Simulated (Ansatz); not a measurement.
# Cd2HgTe3: the cost of one run

All numbers below are computed with Ansatz 0.2.0 (DFT PBE, scalar-relativistic, plane waves, PAW).

**1. The system as given**

The cell holds 24 atoms (Cd8Hg4Te12): a = 9.079 Å, b = 9.079 Å, c = 11.120 Å, α = 90.00°, β = 90.00°, γ = 120.00°.

The sites of an ideal zinc blende lattice, at a guessed lattice constant, take 8 Cd, 4 Hg; 12 Te (sublattices apart by semicolons), with a shake of 0.02 Å. Warren-Cowley parameters of the first shell (negative: unlike neighbours preferred): Cd-Hg +0.00. In a cell this small the draw can fall short of the order aimed at.

Its coordinates follow in the input file.

**2. Relaxing on a coarse mesh**

A cheap relaxation: coarse mesh, no symmetry, loose thresholds.

Input file input.yaml:

```yaml
crystal:
  lattice:
    - [-6.420135, -6.420135, 0.0]
    - [0.0, 6.420135, 6.420135]
    - [-6.420135, 6.420135, -6.420135]
  atoms:
    - { symbol: Cd, position: [0.8346782614, 0.1659587908, 0.6667177113] }
    - { symbol: Cd, position: [0.3348533225, 0.167449962, 0.665960344] }
    - { symbol: Cd, position: [0.666994631, 0.3383743925, 0.3301691533] }
    - { symbol: Cd, position: [0.1683358642, 0.331915691, 0.3330487514] }
    - { symbol: Cd, position: [0.5017475533, 0.5014434316, 0.9987514465] }
    - { symbol: Cd, position: [0.8353455466, 0.6650500574, 0.6688048782] }
    - { symbol: Cd, position: [0.6697916465, 0.8371725844, 0.3306548141] }
    - { symbol: Cd, position: [0.1701083916, 0.8350340048, 0.3303888319] }
    - { symbol: Te, position: [0.3295276668, 0.1634011176, 0.9185164625] }
    - { symbol: Te, position: [0.8347512312, 0.1672620681, 0.9172079791] }
    - { symbol: Te, position: [0.6680792393, 0.3317566824, 0.5822678575] }
    - { symbol: Te, position: [0.1673010092, 0.3321893542, 0.5836956068] }
    - { symbol: Te, position: [0.501931745, 0.5006916778, 0.2490591218] }
    - { symbol: Te, position: [0.9991819786, 0.4988678784, 0.2517618299] }
    - { symbol: Te, position: [0.3309491157, 0.6633681819, 0.9161482082] }
    - { symbol: Te, position: [0.8379394681, 0.6709826444, 0.9151657198] }
    - { symbol: Te, position: [0.6720602233, 0.8395989629, 0.5836661366] }
    - { symbol: Te, position: [0.1669149733, 0.836293673, 0.5798701243] }
    - { symbol: Te, position: [0.5012755074, 0.0002776161, 0.2483571841] }
    - { symbol: Te, position: [0.9983053445, 0.0047621715, 0.2478902729] }
    - { symbol: Hg, position: [0.4999679135, 0.9985210681, 0.9993655363] }
    - { symbol: Hg, position: [0.9986788559, 0.9970984645, 0.9975869157] }
    - { symbol: Hg, position: [0.9939666447, 0.4954182013, 0.0021396273] }
    - { symbol: Hg, position: [0.3321356069, 0.6636207828, 0.6637959274] }
  symmetry: { detect: false }
basis:
  ecutwfc: 420
kpoints:
  mp_grid: { grid: [2, 2, 1], shift: [0.5, 0.5, 0.0] }
hamiltonian:
  xc: pbe
scf:
  occupations: { method: gaussian, width: 0.1 }
  lower_state_search: "off"
output:
  forces: true
  stress: true
  eigenvalues: true
relax:
  adjacent_minimum: "off"
  f_tol: 0.04
  max_steps: 50
  cell: { stress_tol: 0.3 }
```

Command:

```bash
ansatz run input.yaml --threads 4 --pin off --max-ram 9216MiB --backend cpu --events-out ev --progress --plain --runs-dir out
```

Q: Estimate wall time and peak memory on 4 threads of Intel Xeon Platinum 8259CL at 2.50GHz (Skylake/Cascade Lake), shared host.

About 2.1 min, with a peak of 2.5 GiB.
